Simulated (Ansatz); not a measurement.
Predict the output of the script below (Ansatz's Python interface).

Script `geh4osi_relaxed_scan.py`:
```python
"""Relaxed scan of one distance in GeH4OSi."""

import ansatz
import numpy as np

mol = (
    ansatz.Crystal.molecule()
    .atom("O", [-0.7363, -0.5624, 0.7414])
    .atom("Si", [-0.6646, -0.2419, -0.9486])
    .atom("Ge", [0.7702, 0.3385, 0.7251])
    .atom("H", [-0.2958, -1.4779, -1.6698])
    .atom("H", [-1.6029, 0.7963, -1.3946])
    .atom("H", [0.6361, 1.7447, 1.399])
    .atom("H", [1.9545, -0.6654, 1.1018])
)

setup = (
    mol.calculation()
    .basis(gaussian="def2-SVP")
    .functional("HF")
)
symbols = [site.symbol for site in mol.cartesian_sites]
pairs = [(0, 1), (0, 2), (1, 2), (1, 3), (1, 4), (2, 5)]
print("held (A)   E (eV)        ", "  ".join(f"{symbols[i]}{i}-{symbols[j]}{j}" for i, j in pairs))
for length in [1.61, 1.76, 1.9, 2.11, 2.37]:
    r = setup.relax(constraints=[ansatz.DistanceConstraint((0, 2), at=length)], force_tolerance=0.02, max_steps=60).run(threads=1).report
    xyz = np.array(r["positions_ang"])
    print(f"{length:6.2f} {r['free_energy_ev']:14.5f}  ", "  ".join(f"{np.linalg.norm(xyz[i] - xyz[j]):.3f}" for i, j in pairs))
```

```console
$ python geh4osi_relaxed_scan.py
held (A)   E (eV)         O0-Si1  O0-Ge2  Si1-Ge2  Si1-H3  Si1-H4  Ge2-H5
DeckWarning: relax.constraints: the input's atoms, or those drawn, lie off the distances that are held; a relaxation that starts there is brought onto them ahead of its first SCF, by positions alone, [...]
  1.61   -66423.85144   1.709  1.610  2.258  1.474  1.474  1.531
  1.76   -66424.54035   1.672  1.760  2.265  1.473  1.473  1.528
  1.90   -66424.62397   1.645  1.900  2.283  1.474  1.474  1.526
  2.11   -66424.36208   1.611  2.110  2.326  1.474  1.474  1.527
  2.37   -66423.91351   1.578  2.370  2.402  1.475  1.475  1.533
```
(Warnings from the package without file and line, shortened, repeats left out.)

Notes:
- Total energies depend on the basis set; only differences at equal settings carry meaning.
- The energies are electronic: no zero-point or thermal terms, and the basis set is short of its limit.
- Run time: 54 s on 1 thread of Arm Neoverse V1, on a shared host, peak memory 0.24 GiB.
